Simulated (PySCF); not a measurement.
# RbIn: bond curves at several levels of theory

What are the lowest state that PBE0 finds, the bond length, vibrational wavenumber and bond energy of RbIn, and how much do these hang on the method?

Program: PySCF 2.14.0. Level of theory: Rb def2-SVP with ECP28, In def2-SVP with ECP28, scalar-relativistic core potentials. These are calculated values, not measurements.

**1. The job**

The job is set up so:

* atoms: Rb, In
* charge: 0
* basis: Rb def2-SVP with ECP28, In def2-SVP with ECP28
* Hamiltonian: scalar-relativistic core potentials
* basis functions: 50
* electrons treated: 30
* masses in u: 84.9118, 114.9039
* levels: PBE0, PBE, r²SCAN, TPSS, M06-2X, B97-3, LC-ωPBE, HF, MP2, SCS-MP2, CCSD, CCSD(T)
* grid: 80 radial by 434 angular points
* occupations: held fixed by the projection of orbital angular momentum
* dissociation limit: Rb + In, each in its ground configuration
* starting distance in angstrom: 3.450
* values of 2S to try: 0, 2

On the command line:

```bash
$ OMP_NUM_THREADS=1 python dia.py task.json out
```

The runs that follow: PBE0 along the bond; Higher solutions at PBE0; PBE (GGA); r²SCAN; TPSS (meta-GGA); M06-2X (hybrid meta-GGA); B97-3 (global hybrid GGA); LC-ωPBE (range-separated hybrid); UHF (mean field); Adding correlation.

Before running it: what results should come out? Wanted: for each run, Re; ωe; De; μ.

The runs gave:

Lowest PBE0 solution found, without spin–orbit coupling: ³Π (triplet), unpaired electrons σ ↑, π ↑. State 2 has its PBE0 minimum 0.15 eV higher, as a spin-mixed determinant (⟨S²⟩ = 1.01), so this is no gap between pure states. State 4 has its PBE0 minimum 0.59 eV higher. The other levels ran on the lowest alone.

```
      level  Re (Å)  ωe (cm⁻¹)  De (eV)  μ (D)
        UHF   3.861       60.2    0.145  -8.36
    UHF-MP2   3.710       69.4    0.340    n/a
UHF-SCS-MP2   3.743       65.9    0.265    n/a
   UHF-CCSD   3.728       68.5    0.321    n/a
UHF-CCSD(T)   3.719       69.6    0.345    n/a
        PBE   3.695       70.3     0.55  -6.07
       TPSS   3.693       72.2     0.58  -7.06
     r²SCAN   3.685       73.8     0.60  -7.22
       PBE0   3.678       73.0     0.51  -6.97
      B97-3   3.738       69.7    0.422  -6.43
     M06-2X   3.674       74.4    0.403  -6.77
    LC-ωPBE   3.599       85.1    0.460  -9.80
```

De is counted to Rb + In in their ground configurations. A positive dipole means Rb(−)In(+).

Bond lengths run from 3.599 Å (LC-ωPBE) to 3.861 Å (UHF). CCSD(T) can't serve as the judge here: for a weak bond in this basis it is far from its limit. Of the levels with a De here, UHF gives the least (0.145 eV) and r²SCAN the most (0.60 eV).

Correlated steps freeze 4 core orbitals. These are scalar-relativistic numbers at best; spin–orbit coupling would shift them, the dissociation energy most.
